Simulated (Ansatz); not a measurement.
# Zn: squeezing one contact

One table from this session's results is given with a row withheld; the runs are named, their logs left out.

Method: DFT LDA, with the methods named in each step, in Ansatz 0.2.0.

## The starting structure

The structure is hexagonal, space group P6_3/mmc (No. 194). Conventional cell: a = 2.785 Å, b = 2.785 Å, c = 4.512 Å, α = 90.00°, β = 90.00°, γ = 120.00°. Around Zn (site symmetry -6m2) lie 12 Zn at 2.77 to 2.79 Å.

Structure file:

```
CELL_PARAMETERS angstrom
2.78508 0.00000 0.00000
-1.39254 2.41195 0.00000
0.00000 0.00000 4.51182
ATOMIC_POSITIONS crystal
Zn 0.33333 0.66667 0.25000
Zn 0.66667 0.33333 0.75000
```

Atoms are numbered in the order of the input: Zn1, Zn2.

Set-up of the first run:

Input file input.yaml:

```yaml
crystal:
  lattice:
    - [2.7850770257, 0.0, 0.0]
    - [-1.3925385129, 2.4119474558, 0.0]
    - [0.0, 0.0, 4.5118247817]
  atoms:
    - { symbol: Zn, position: [0.3333333333, 0.6666666667, 0.25] }
    - { symbol: Zn, position: [0.6666666667, 0.3333333333, 0.75] }
kpoints:
  mp_grid: { grid: [12, 12, 7] }
scf:
  occupations: { method: fermi_dirac, width: 0.05 }
hamiltonian:
  xc: lda
  pseudopotentials: { kind: all_electron, lapw: { basis_error: 0.001 } }
output:
  forces: true
  stress: true
  eigenvalues: true
  populations: true
```

The run is started by

```console
> ansatz run input.yaml --threads 1 --pin off --max-ram 2048MiB --backend cpu --events-out ev --progress --plain --runs-dir out
```

Among the steps run: The bond as given, LAPW; Shortest bond scaled by 1, crystal datasets; Shortest bond scaled by 0.82, LAPW; Shortest bond scaled by 0.76, LAPW; Shortest bond scaled by 0.7, LAPW; Shortest bond scaled by 0.64, LAPW; Shortest bond scaled by 0.64, crystal datasets.

One of the session's tables, all rows but one given; the rest of the session is left out.

| method | length (Å) | force along the bond (eV/Å) | pressure (GPa) | largest force (eV/Å) |
| --- | --- | --- | --- | --- |
| LAPW | 1.773 | 14.021 | 42.03 | 14.057 |
| LAPW | 1.939 | 7.111 | 19.58 | 7.162 |
| LAPW | 2.105 | 3.611 | 6.16 | 3.674 |
| LAPW | 2.272 | 1.814 | -1.80 | 1.882 |
| LAPW | 2.770 | 0.000 | -9.61 | 0.000 |
| PAW | 1.773 | ? | ? | ? |
| PAW | 1.939 | 7.105 | 19.53 | 7.156 |
| PAW | 2.105 | 3.618 | 6.16 | 3.681 |
| PAW | 2.272 | 1.818 | -1.80 | 1.886 |
| PAW | 2.770 | 0.000 | -9.63 | 0.000 |
| PAW (source ansatz) | 1.773 | 14.010 | 41.97 | 14.046 |
| crystal datasets | 1.773 | 14.023 | 42.03 | 14.058 |
| crystal datasets | 2.770 | 0.000 | -9.61 | 0.000 |

**Question.** Estimate the row for PAW, 1.773.

The run gave: force along the bond (eV/Å): 13.825; pressure (GPa): 41.36; largest force (eV/Å): 13.861. In the column «force along the bond (eV/Å)» it lies between LAPW, 1.939 (7.111) and PAW (source ansatz), 1.773 (14.010).

Caveats from the session: Warnings in the runs' records: crystal datasets made.
